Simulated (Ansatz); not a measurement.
Here is an Ansatz 0.2.0 calculation.

Contents of input.yaml:

```yaml
crystal:
  lattice:
    - [-1.89227, 2.67212, 12.28423]
    - [1.89227, -2.67212, 12.28423]
    - [1.89227, 2.67212, -12.28423]
  atoms:
    - { symbol: Hf, position: [0.92095, 0.92095, 0.0] }
    - { symbol: Hf, position: [0.07905, 0.07905, 0.0] }
    - { symbol: Pd, position: [0.68332, 0.68332, 0.0] }
    - { symbol: Pd, position: [0.31668, 0.31668, 0.0] }
    - { symbol: Se, position: [0.61777, 0.11777, 0.5] }
    - { symbol: Se, position: [0.38223, 0.88223, 0.5] }
    - { symbol: Br, position: [0.7866, 0.7866, 0.0] }
    - { symbol: Br, position: [0.2134, 0.2134, 0.0] }
    - { symbol: O, position: [0.90121, 0.40121, 0.5] }
    - { symbol: O, position: [0.09879, 0.59879, 0.5] }
    - { symbol: O, position: [0.0, 0.0, 0.0] }
kpoints:
  mp_grid: { grid: [6, 6, 6] }
scf:
  occupations: { method: fermi_dirac, width: 0.05 }
hamiltonian:
  xc: pbe
  pseudopotentials: { kind: all_electron, lapw: { basis_error: 0.002 } }
  hubbard:
    sites: [{ species: Hf, l: d, u_eff: 3 }, { species: Pd, l: d, u_eff: 3 }]
    double_counting: fll
    projectors: ortho-atomic
output:
  forces: true
  stress: true
  eigenvalues: true
  hubbard: {}
```

Potentials or basis: all-electron LAPW, scalar-relativistic.

The run is started by

```sh
$ ansatz run input.yaml --threads 8 --pin off --max-ram 24576MiB --backend cpu --events-out ev --progress --plain --runs-dir out
```

Question: Estimate the largest force.

Answer: 0.132 eV/Å.

Question: Estimate the band gap on the k mesh.

Answer: None (metal or under the smearing width).

Question: Estimate the pressure.

Answer: 1.2 GPa.

Stress tensor (GPa, compression positive):
```
1.02 0.00 0.00
0.00 1.18 0.00
0.00 0.00 1.39
```

Caveat: the k mesh is thin for a metal, which can move the energy by tens of meV per atom; U without spin polarisation on a metal has little footing. The run has no spin-orbit coupling, so splittings on Hf are missing.
